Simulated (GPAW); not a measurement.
**C in GPAW: the effect of target pressure**

C:

```
CELL_PARAMETERS angstrom
0.00000 1.78337 1.78337
1.78337 0.00000 1.78337
1.78337 1.78337 0.00000
ATOMIC_POSITIONS crystal
C 0.75000 0.75000 0.75000
C 0.50000 0.50000 0.50000
```

This isn't the form of C at room conditions, which is graphite.

Alike in all runs:

| Property | Result |
| --- | --- |
| Program | GPAW 26.7.0 |
| Task | relaxation of cell and atoms |
| Functional | PBEsol |
| Potentials or basis | PAW data sets generated in the run's folder for this functional |
| Cutoff | 800 eV |
| Basis | pw |
| k mesh | 13 × 13 × 13 |
| Occupations | fermi-dirac, width 0.05 eV |
| Spin | no spin polarisation |

Each run relaxes the cell or the atoms first.

| target pressure | target pressure | relaxed volume (Å³/atom) | gap on the mesh (eV) |
| --- | --- | --- | --- |
| 0 GPa | - | 5.61 | 4.04 |
| 2 GPa | 2 GPa | 5.58 | 4.05 |
| 5 GPa | 5 GPa | 5.54 | 4.06 |
| 10 GPa | 10 GPa | 5.49 | 4.08 |
| 20 GPa | 20 GPa | ? | ? |
| 30 GPa | 30 GPa | 5.28 | 4.17 |

**Question.** What does the run with target pressure 20 GPa give?

**Answer.** Relaxed volume 5.38 Å³/atom; gap on the mesh 4.13 eV.

Worked out: In Murnaghan's law V^(-B') rises as a straight line in P. The other rows fit best with B' = 4.8, V0 = 5.61 Å³/atom and B0 = 431 GPa, which gives 5.38 Å³/atom at 20 GPa, against the run's 5.38. A straight line through the other rows of the gap on the mesh, of slope 0.00433 eV per GPa, gives 4.13 eV, against the run's 4.13.

Caveats: later steps reuse the first step's grids; an odd mesh through Γ misses points on the zone boundary, where band edges often lie.
